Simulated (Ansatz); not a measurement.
**Ge2O+ (doublet): from Hartree-Fock to the top rungs, cc-pVDZ**

The task here is to estimate one member of a computed series from the others.

Method: cc-pVDZ, core rule «outside noble gas», up to 29 orbitals frozen; program: Ansatz 0.2.0, Gaussian basis.

Plan: UHF; CCSD(T) on ROHF; CCSD(T) on UHF; BCCD(T) on ROHF; CISD; CCSDT(Q) on ROHF; CCSDT(Q) on UHF.

8 further runs of the same task are left out: 4 for a known fault of the program, 4 set aside as unsound or not needed.

### The system

The geometry is a PBE0/def2-TZVP stationary point (not a proven minimum) of the parent state, kept for this charge and spin. No spin-orbit coupling is included. The filled d shell of Ge may be among the frozen orbitals whatever the setting's name suggests; the logs give the count.

3 atoms, charge 1, spin multiplicity 2.

Atoms are counted from 1 here; the program's logs count them from 0.

Bond lengths: Ge1–O2 1.760 Å, O2–Ge3 1.760 Å. Angles: Ge1–O2–Ge3 180.0°.

As a file:

```xyz
3

Ge    0.0000    0.0000    1.7601
O     0.0000    0.0000    0.0000
Ge    0.0000    0.0000   -1.7601
```

Set-up of the first run:

in.yaml

```yaml
crystal:
  periodic: [false, false, false]
  atoms:
    - {symbol: Ge, position_ang: [0.000000, 0.000000, 1.760100]}
    - {symbol: O, position_ang: [0.000000, 0.000000, 0.000000]}
    - {symbol: Ge, position_ang: [0.000000, 0.000000, -1.760100]}
basis:
  gaussian: {orbitals: cc-pVDZ}
total_charge: 1
magnetization: {spin_polarized: true, initial_magnetization: 1}
hamiltonian: {xc: hf}
output: {orbitals: {seedname: orbitals}}
```

Command:

```bash
$ ansatz run in.yaml --threads 1 --pin off --events-out ev --progress --plain --max-ram 4096MiB --backend cpu
```

Among the steps run: UHF; CCSD(T) on ROHF; CCSD(T) on UHF; BCCD(T) on ROHF; CISD; CCSDT(Q) on ROHF; CCSDT(Q) on UHF.

One of the session's tables, all rows but one given; the rest of the session is left out.

It belongs to the step «Misses and costs». 

| method | from RCCSDT(Q) (kJ/mol) |
| --- | --- |
| ROHF | +908.3 |
| UHF | +896.7 |
| RMP2 | +94.0 |
| UMP2 | +96.1 |
| RCCSD | +42.1 |
| UCCSD | +41.3 |
| RCCSD(T) | ? |
| UCCSD(T) | +6.7 |
| BCCD(T) | +5.8 |
| RCCSDT | +3.3 |
| UCCSDT | +3.1 |
| RCCSDT(Q) | 0 |
| UCCSDT(Q) | -1.3 |

**Question.** Estimate the row for RCCSD(T).

**Answer.** from RCCSDT(Q) (kJ/mol): +6.1. In the column «from RCCSDT(Q) (kJ/mol)» it lies between BCCD(T) (+5.8) and UCCSD(T) (+6.7).

Caveats from the session: The report flags that the cluster equations may have other roots. The program flags RCCSD(T), UCCSD(T), BCCD(T), RCCSDT(Q), UCCSDT(Q) as in doubt, so the zero of the table is itself unsure. Warnings: coupled cluster took another determinant than the lowest. Restricted and unrestricted rows rest on different reference determinants; where their highest levels disagree by more than a few hundredths of an eV, they describe different states and don't form one ladder.
